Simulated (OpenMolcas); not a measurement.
# Ce²⁺ among point charges: CASSCF and CASPT2 levels and susceptibility

How does a field of 8 point charges split the states of Ce²⁺, and what χT follows?

Program: OpenMolcas 26.06. Level of theory: state-averaged CASSCF and CASPT2, spin-orbit coupling by RASSI with atomic mean-field integrals. These are calculated values, not measurements, unless marked.

## (1) What is computed

| Quantity | Value |
| --- | --- |
| Species | Ce²⁺ (cerium, Z = 58, 56 electrons) |
| Basis | ANO-RCC-VDZP [7s6p4d2f1g], 68 functions |
| Scalar Hamiltonian | DKH2, point nucleus |
| Inactive shells | 1s 2s 2p 3s 3p 3d 4s 4p 4d 5s 5p |
| Active space | 2 electrons in 7 orbitals (4f) |
| Some configurations of this space | 4f2 |
| Orbitals | optimised for the highest spin of each parity, averaged over all roots |

Outer shells as boxes (Hund's rule):

4f2
```
4f [↑ ][↑ ][  ][  ][  ][  ][  ]
```

The ion sits among 8 point charges of -1 e arranged as a cube (Oh), 2.45 Å from the ion.

Each step is its own input file, run in one work folder so that later steps find the files of earlier ones. Labels, J, g values, rates, χT and fits are worked out afterwards by a script from the matrices that RASSI stores. The input lists half of the charges; inversion (Group=XYZ) makes the rest.

## (2) Basis and integrals

File a.inp:

```
&GATEWAY
Coord
1

Ce 0.0 0.0 0.0
Basis=ANO-RCC-VDZP
Group=XYZ
NoMove
AngMom=0.0 0.0 0.0
AMFI
XField
4 Angstrom 0
1.414508 1.414508 1.414508 -1.000000
1.414508 1.414508 -1.414508 -1.000000
1.414508 -1.414508 1.414508 -1.000000
1.414508 -1.414508 -1.414508 -1.000000
&SEWARD
```

The run is started by

```
OMP_NUM_THREADS=1 MOLCAS_MEM=2252 MOLCAS_PROJECT=a pymolcas a.inp > a.log
```

## (3) Reference wave functions, triplets of even parity, 21 roots

File a.inp:

```
&RASSCF
FileOrb=start.orb
Symmetry=1
Spin=3
nActEl=2 0 0
Inactive=15 12
Ras2=0 7
CIRoot=21 21 1
SDav=21
CIMx=300
Iter=120 100
PrWF=0.3
OrbListing=Nothing
MaxOrb=0
>>> COPY $Project.JobIph JOB001
```

start.orb holds the contracted functions of the basis, ordered by shell, or the orbitals of the step before.

## (4) CASSCF: singlets of even parity, 28 roots

File a.inp:

```
&RASSCF
FileOrb=start.orb
Symmetry=1
Spin=1
nActEl=2 0 0
Inactive=15 12
Ras2=0 7
CIRoot=28 28 1
SDav=28
CIMx=300
Iter=120 100
PrWF=0.3
OrbListing=Nothing
MaxOrb=0
CIOnly
>>> COPY $Project.JobIph JOB002
```

## (5) State interaction with spin-orbit coupling

File a.inp:

```
&RASSI
NrOfJobIphs=2 21 27
1 2 3 4 5 6 7 8 9 10 11 12 13 14 15 16 17 18 19 20 21
1 2 3 4 5 6 7 8 9 10 11 12 13 14 15 16 17 18 19 20 21 22 23 24 25 26 27
IphNames
JOB001
JOB002
EJob
SpinOrbit
DIPRint=1.0
SOCoupling=1000.0
Subsets=2
Property=9
'ANGMOM' 1 'ANGMOM' 2 'ANGMOM' 3 'MLTPL  1' 1 'MLTPL  1' 2 'MLTPL  1' 3
'AMFI' 1 'AMFI' 2 'AMFI' 3
SOProperty=3
'ANGMOM' 1 'ANGMOM' 2 'ANGMOM' 3
```

## (6) CASPT2: IPEA 0.25, imaginary shift 0.1 (closed shells correlated: 5s 5p)

File a.inp:

```
>>> COPY JOB001 $Project.JobIph
&CASPT2
Multistate=21 1 2 3 4 5 6 7 8 9 10 11 12 13 14 15 16 17 18 19 20 21
NoMult
Frozen=14 9
IPEA=0.25
Imaginary=0.1
MaxIter=60
WThr=0.0 0.3 0.05
PrWF=0.5
NoMix
>>> COPY JOB002 $Project.JobIph
&CASPT2
Multistate=27 1 2 3 4 5 6 7 8 9 10 11 12 13 14 15 16 17 18 19 20 21 22
23 24 25 26 27
NoMult
Frozen=14 9
IPEA=0.25
Imaginary=0.1
MaxIter=60
WThr=0.0 0.3 0.05
PrWF=0.5
NoMix
```

(Steps that only read results are left out.)

Q: Predict the outcome of this session. Wanted: spin-free ground state; first state of the same spin within the active space; lowest level; next level.

As calculated:

| quantity | value |
| --- | --- |
| method | SS-CASPT2, IPEA 0.25, imaginary shift 0.1 (closed shells correlated: 5s 5p) |
| spin-free ground state | 3T1, 3-fold in its orbital part |
| first state of the same spin within the active space | 3E at 447 cm⁻¹ |
| lowest level | 3-fold |
| next level | 346.1 cm⁻¹ |
| χT at 300 K | 1.13 cm³ K/mol |
| effective moment at 300 K | 3.01 μB |

Cost by method:

```
                                              method  time of its own steps  time with the reference
                                           A. CASSCF                   11 s                     11 s
B. SS-CASPT2, IPEA 0.25, imaginary shift 0.1, +5s 5p                   14 s                     24 s
```

Times are of one thread on a shared host.

The spin-free ground state (3T1) comes to 99 % from free-ion H terms and keeps the highest spin of the shell. The singlets rest on orbitals optimised for another spin in at least one step, which raises them against the optimised states. Not all states of the active space went into the spin-orbit step. CASPT2 does not keep the components of a term degenerate, and the means are used. Point charges carry no covalency, so the field is a model and not that of real ligands.
